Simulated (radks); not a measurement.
# Exchange and kinetic functionals tested on atomic densities: Ga³⁰⁺, B²⁺, Ba²⁺, B³⁺, He, Cd²⁺

Aim: take each self-consistent density and evaluate many functionals on it, against the exact exchange and kinetic energies of the same orbitals. Every spin shell is full or empty, so the densities are truly spherical.

Method: non-relativistic Kohn-Sham, exchange-only LDA, spin-polarised, spherical densities, point nucleus; open shells are filled with parallel spins first. Code: radks (a radial shooting solver on a logarithmic mesh, Libxc functionals) version 1.

### 1 Starting point

```
species : Ga³⁰⁺ (1s1), B²⁺ ([He] 2s1), Ba²⁺ ([Xe]), B³⁺ ([He]), He ([He]), Cd²⁺ ([Kr] 4d10)
```

In the logs a row gives level, spin channel, occupation and eigenvalue; Etot, Ekin, Encl (electron-nucleus), Eh (Hartree) and Exc are energies, all in hartree; err is the last residual, it the number of iterations.

### 2 Ga³⁰⁺, 1s1

The run's settings:

```text
Z 31
configuration 1s1
relativity non-relativistic
functional lda,
spin polarised
nucleus point
```

Command:

```
$ python run_ks.py task.json out
```

The same process makes all the runs of this session.

Log:

```text
1s      1   1.0000        -472.21803847
Etot -479.12315195613894
Ekin 479.1231519374494
Encl -959.6216609774231
Eh 9.669991680602575
Exc -8.294634596767796
err 1.3126014790542796e-11
it 13
```

Run time: 0.08 s. Hardware: 1 thread of Arm Neoverse N1, shared host; peak memory 0.24 GiB.

The top filled level is 1s up, -12849.7 eV. Exact exchange of these orbitals: -9.66999 hartree.

Sizes of the orbitals, from the radial functions (bohr):

| level | occupation | energy (eV) | <r> | outermost maximum (interpolated) | 90 % within | nodes |
| --- | --- | --- | --- | --- | --- | --- |
| 1s up | 1 | -12849.7 | 0.04848 | 0.0323 | 0.0861 | 0 |

The radial density on a logarithmic grid:

| r (bohr) | 4πr²ρ (e/bohr) |
| --- | --- |
| 0.00162 | 0.2834 |
| 0.00203 | 0.4324 |
| 0.00256 | 0.6655 |
| 0.00320 | 1.001 |
| 0.00401 | 1.490 |
| 0.00506 | 2.221 |
| 0.00633 | 3.213 |
| 0.00791 | 4.558 |
| 0.00998 | 6.377 |
| 0.0125 | 8.545 |
| 0.0156 | 11.01 |
| 0.0197 | 13.60 |
| 0.0246 | 15.67 |
| 0.0308 | 16.71 |
| 0.0389 | 16.14 |
| 0.0486 | 13.80 |
| 0.0609 | 10.15 |
| 0.0768 | 6.037 |
| 0.0960 | 2.871 |
| 0.120 | 1.013 |
| 0.152 | 0.2320 |
| 0.190 | 0.03471 |

### 3 B²⁺, [He] 2s1

The run's settings:

```text
Z 5
configuration [He] 2s1
relativity non-relativistic
functional lda,
spin polarised
nucleus point
```

Log:

```text
1s      1   1.0000          -7.60920373
2s      1   1.0000          -1.16174276
1s      2   1.0000          -7.57605050
2s      2   0.0000          -0.92847682
Etot -22.946020231546687
Ekin 22.94602023144939
Encl -50.64735398810884
Eh 7.520878109716804
Exc -2.7655645846040398
err 9.068299747541674e-11
it 13
```

Wall time 0.11 s (1 thread of Arm Neoverse N1, shared host); peak memory 0.24 GiB.

The top filled level is 2s up, -31.613 eV. Exact exchange of these orbitals: -3.19154 hartree.

### 4 Ba²⁺, [Xe]

The run's settings:

```text
Z 56
configuration [Xe]
relativity non-relativistic
functional lda,
spin polarised
nucleus point
```

Log:

```text
1s      1   1.0000       -1306.08158566
2s      1   1.0000        -201.20381015
2p      1   3.0000        -189.95595250
3s      1   1.0000         -42.73082181
3p      1   3.0000         -37.90778224
3d      1   5.0000         -28.89881602
4s      1   1.0000          -8.63739778
4p      1   3.0000          -6.87828740
4d      1   5.0000          -3.81407483
5s      1   1.0000          -1.54376628
5p      1   3.0000          -1.08313227
1s      2   1.0000       -1306.08158566
2s      2   1.0000        -201.20381015
2p      2   3.0000        -189.95595250
3s      2   1.0000         -42.73082181
3p      2   3.0000         -37.90778224
3d      2   5.0000         -28.89881602
4s      2   1.0000          -8.63739778
4p      2   3.0000          -6.87828740
4d      2   5.0000          -3.81407483
5s      2   1.0000          -1.54376628
5p      2   3.0000          -1.08313227
Etot -7874.235089381823
Ekin 7874.235088919782
Encl -18640.275742239566
Eh 3071.7379544398627
Exc -179.93239050190226
err 3.080526247238485e-09
it 13
```

It took 0.3 s on 1 thread of Arm Neoverse N1, shared host; peak memory 0.24 GiB.

5p is the highest filled level (-29.474 eV). Exact exchange of these orbitals: -188.708 hartree.

### 5 B³⁺, [He]

The run's settings:

```text
Z 5
configuration [He]
relativity non-relativistic
functional lda,
spin polarised
nucleus point
```

Log:

```text
1s      1   1.0000          -8.33434339
1s      2   1.0000          -8.33434339
Etot -21.580140608415498
Ekin 21.580140608405905
Encl -46.429473082585744
Eh 5.7325848087790625
Exc -2.463392943014721
err 1.3873012597504151e-11
it 13
```

Wall time 0.1 s (1 thread of Arm Neoverse N1, shared host); peak memory 0.24 GiB.

Highest occupied level: 1s at -226.79 eV. Exact exchange of these orbitals: -2.86629 hartree.

### 6 He, [He]

Input: that of step 5 with these lines changed.

```diff
@@ -1,2 +1,2 @@
-Z 5
+Z 2
 configuration [He]
```

Log:

```text
1s      1   1.0000          -0.51696819
1s      2   1.0000          -0.51696819
Etot -2.7236397925564937
Ekin 2.7236397923637012
Encl -6.568460480711664
Eh 1.9739646604235197
Exc -0.8527837646320504
err 7.991654497543877e-10
it 12
```

Run time: 0.1 s. Hardware: 1 thread of Arm Neoverse N1, shared host; peak memory 0.24 GiB.

The top filled level is 1s, -14.067 eV. Exact exchange of these orbitals: -0.986982 hartree.

### 7 Cd²⁺, [Kr] 4d10

The run's settings:

```text
Z 48
configuration [Kr] 4d10
relativity non-relativistic
functional lda,
spin polarised
nucleus point
```

Log:

```text
1s      1   1.0000        -942.05332370
2s      1   1.0000        -137.42437112
2p      1   3.0000        -128.22556334
3s      1   1.0000         -25.98495860
3p      1   3.0000         -22.24221964
3d      1   5.0000         -15.28889119
4s      1   1.0000          -4.21362970
4p      1   3.0000          -3.01355939
4d      1   5.0000          -1.08446938
1s      2   1.0000        -942.05332370
2s      2   1.0000        -137.42437112
2p      2   3.0000        -128.22556334
3s      2   1.0000         -25.98495860
3p      2   3.0000         -22.24221964
3d      2   5.0000         -15.28889119
4s      2   1.0000          -4.21362970
4p      2   3.0000          -3.01355939
4d      2   5.0000          -1.08446938
Etot -5456.956149253759
Ekin 5456.956148970744
Encl -12972.890253442918
Eh 2199.9839067382036
Exc -141.00595151978828
err 4.943034588086579e-09
it 14
```

It took 0.27 s on 1 thread of Arm Neoverse N1, shared host; peak memory 0.24 GiB.

The top filled level is 4d, -29.510 eV. Exact exchange of these orbitals: -148.329 hartree.

### 8 Summary of results

| error in magnitude (%) | Ga³⁰⁺ | B²⁺ | Ba²⁺ | B³⁺ | He | Cd²⁺ |
| --- | --- | --- | --- | --- | --- | --- |
| exchange, LDA | -14.22 | -13.35 | -4.65 | -14.06 | -13.60 | -4.94 |
| exchange, PBEsol | -6.33 | -5.58 | -2.19 | -6.04 | -5.29 | -2.30 |
| exchange, PW91 | -1.79 | -0.93 | -0.01 | -1.40 | -0.43 | -0.01 |
| exchange, OPTX | -0.60 | -0.12 | +1.33 | -0.34 | +0.40 | +1.20 |
| exchange, WC | -4.04 | -3.29 | -0.82 | -3.71 | -2.88 | -0.88 |
| exchange, AM05 | -11.01 | -10.41 | -4.35 | -10.84 | -10.34 | -4.58 |
| exchange, G96 | -0.40 | -0.08 | +0.36 | -0.11 | +0.65 | +0.35 |
| exchange, EV93 | +3.70 | +4.47 | -0.39 | +4.19 | +5.45 | -0.26 |
| exchange, TPSS | +0.01 | +0.38 | -0.33 | +0.18 | +0.70 | -0.27 |
| kinetic, Thomas-Fermi | -8.23 | -9.99 | -5.16 | -9.17 | -11.48 | -5.36 |
| kinetic, TF + vW | +91.77 | +85.02 | +34.87 | +90.83 | +88.52 | +36.73 |
| kinetic, TF + vW/9 | +2.88 | +0.56 | -0.71 | +1.94 | -0.37 | -0.68 |
| kinetic, TF + vW/5 | +11.77 | +9.01 | +2.85 | +10.83 | +8.52 | +3.06 |
| kinetic, LC94 | +2.36 | +0.37 | +0.03 | +1.50 | -0.67 | +0.07 |
| kinetic, APBEK | +2.20 | +0.33 | +0.08 | +1.38 | -0.72 | +0.12 |
| kinetic, revAPBEK | +3.09 | +1.16 | +0.24 | +2.27 | +0.16 | +0.30 |
| kinetic, Pearson | -2.22 | -3.95 | -0.92 | -3.02 | -5.12 | -0.93 |
| kinetic, LKT | +62.78 | +56.17 | +18.32 | +61.49 | +58.56 | +19.47 |

**Reading.** Negative means that the magnitude is too small. For exchange the mean absolute error is least for TPSS (0.31 %) and largest for LDA (10.80 %). Among the orbital-free kinetic functionals APBEK (0.80 %) does best and TF + vW (71.29 %) worst. The functionals are evaluated on one density each, not self-consistently.
